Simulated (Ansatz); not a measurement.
# MoS2: bonding charge in real space

Aim: see in MoS2 how the density differs from that of free atoms, which states sit where, how the density follows a moved atom, how compression changes the bonding charge, where a hole goes and where an added electron goes. The geometry is as listed and is not relaxed.

The COD entry's cell or inner coordinates are ideal or old and differ from later refinements, so a difference from it is no clean test against experiment.

Method: DFT r2SCAN, scalar-relativistic, plane waves, PAW, in Ansatz 0.2.0.

## Step 1: The structure to begin with

The structure is trigonal, space group R-3m (No. 166). The conventional cell has a = 3.171 Å, b = 3.171 Å, c = 18.345 Å, α = 90.00°, β = 90.00°, γ = 120.00°. Mo (site symmetry -3m) is surrounded by 6 S at 2.39 Å. S (site symmetry 3m) has 3 Mo at 2.39 Å as nearest neighbours.

As a file:

```xyz
3
Lattice="1.5855 0.9154 6.1150 -1.5855 0.9154 6.1150 0.0000 -1.8308 6.1150" Properties=species:S:1:pos:R:3 pbc="T T T"
Mo    0.0000    0.0000    0.0000
S     0.0000    0.0000   13.7587
S     0.0000    0.0000    4.5862
```

The structure comes from the Crystallography Open Database.

## Step 2: Ground state at the listed geometry

The input, input.yaml:

```yaml
crystal:
  lattice:
    - [1.5855, 0.9153888518, 6.1149966667]
    - [-1.5855, 0.9153888518, 6.1149966667]
    - [0.0, -1.8307777036, 6.1149966667]
  atoms:
    - { symbol: Mo, position: [0.0, 0.0, 0.0] }
    - { symbol: S, position: [0.75, 0.75, 0.75] }
    - { symbol: S, position: [0.25, 0.25, 0.25] }
basis:
  ecutwfc: 500
  fft_grid_basis: typed
kpoints:
  mp_grid: { grid: [12, 12, 12] }
hamiltonian:
  xc: r2scan
scf:
  occupations: { method: gaussian, width: 0.05 }
output:
  forces: true
  stress: true
  eigenvalues: true
  bader: true
  write_density: true
  volumetric_format: npy
  elf: true
```

Launch:

```console
$ ansatz run input.yaml --threads 1 --pin off --max-ram 2560MiB --backend cpu --events-out ev --progress --plain --runs-dir out
```

## Step 4: Energy-resolved densities and projections

The windows are set from the levels of the base run, in eV from its Fermi level.

Edit input.yaml of step 2 so:

```diff
@@ -18,9 +18,27 @@
   occupations: { method: gaussian, width: 0.05 }
+  n_extra_bands: 6
 output:
   forces: true
-  stress: true
+  stress: false
   eigenvalues: true
-  bader: true
-  write_density: true
+  bader: false
+  write_density: false
   volumetric_format: npy
-  elf: true
+  band_densities:
+    - { e_range: [-0.25, 0.25] }
+    - { e_range: [-1.2, 0.0] }
+    - { e_range: [0.0, 1.2] }
+    - { e_range: [-7.6, -5.05] }
+    - { e_range: [-5.05, -2.53] }
+    - { e_range: [-15.98, -13.23] }
+  dos:
+    e_range: [-30, 8]
+    de: 0.02
+    method: { smearing: { sigma: 0.03, scheme: gaussian } }
+    projected: { site_lists: { Mo: [Mo], S: [S] } }
+checkpoint:
+  read: start.run
+  write: ck
+  compress: false
+  write_wavefunctions: false
+  write_every: 100000
```

## Step 5: Moving S2 by 0.05 Å

The shift is (-0.024, -0.018, -0.040) Å; all periodic copies of the atom move with it.

Edit input.yaml of step 2 so:

```diff
@@ -7,3 +7,3 @@
     - { symbol: Mo, position: [0.0, 0.0, 0.0] }
-    - { symbol: S, position: [0.75, 0.75, 0.75] }
+    - { symbol: S, position: [0.7370599917, 0.7518604467, 0.7545171675] }
     - { symbol: S, position: [0.25, 0.25, 0.25] }
@@ -25,2 +25 @@
   volumetric_format: npy
-  elf: true
```

## Step 6: The cell at 85 % of its volume

Fractional coordinates and the k mesh are kept.

Edit input.yaml of step 2 so:

```diff
@@ -2,5 +2,5 @@
   lattice:
-    - [1.5855, 0.9153888518, 6.1149966667]
-    - [-1.5855, 0.9153888518, 6.1149966667]
-    - [0.0, -1.8307777036, 6.1149966667]
+    - [1.5018937901, 0.867118784, 5.7925421129]
+    - [-1.5018937901, 0.867118784, 5.7925421129]
+    - [0.0, -1.734237568, 5.7925421129]
   atoms:
```

## Step 7: Removing 0.1 electron a cell

A uniform background keeps the cell neutral, and the atoms stay fixed.

Edit input.yaml of step 2 so:

```diff
@@ -9,2 +9,3 @@
     - { symbol: S, position: [0.25, 0.25, 0.25] }
+total_charge: 0.1
 basis:
@@ -25,2 +26 @@
   volumetric_format: npy
-  elf: true
```

## Step 8: Adding 0.1 electron a cell

A uniform background keeps the cell neutral, and the atoms stay fixed.

Edit input.yaml of step 2 so:

```diff
@@ -9,2 +9,3 @@
     - { symbol: S, position: [0.25, 0.25, 0.25] }
+total_charge: -0.1
 basis:
@@ -25,2 +26 @@
   volumetric_format: npy
-  elf: true
```

(Steps that only read results are left out.)

Q: Predict the outcome of this session. Wanted: gap on the mesh; pressure; Bader charges; the states at the Fermi level; stiffness against the shift of S2; at 85 % volume.

The runs gave:

| quantity | value |
| --- | --- |
| gap on the mesh | none (metal) |
| pressure | 7.0 GPa |
| Bader charges | Mo +1.40, S -0.70 e |
| the states at the Fermi level | Mo 4d (50 %) and S 3p (50 %) |
| stiffness against the shift of S2 | 12.4 eV/Å² |
| at 85 % volume | 45.3 GPa, gap none (metal), Bader Mo +1.33, S -0.67 e |

What this shows: Mo–S (2.39 Å): Δρ is +0.09 e/Å³ at the midpoint. Outside the cores the largest gain is 0.14 e/Å³, 0.9 Å from a S nucleus, and the largest loss 0.1 e/Å³, at the edge of the Mo core regions. Mo–S goes from 2.39 to 2.26 Å with the volume, and the deformation density at its midpoint stays at +0.09 e/Å³. In space (atomic cells sized by Bader volumes, not orbital character) the change of density that the hole brings, screening included, divides as S about 75 % and Mo about 25 %; this need not match the band edge's orbital character. In space (atomic cells sized by Bader volumes, not orbital character) the change of density that the added electron brings, screening included, divides as S about 75 % and Mo about 25 %; this need not match the band edge's orbital character.
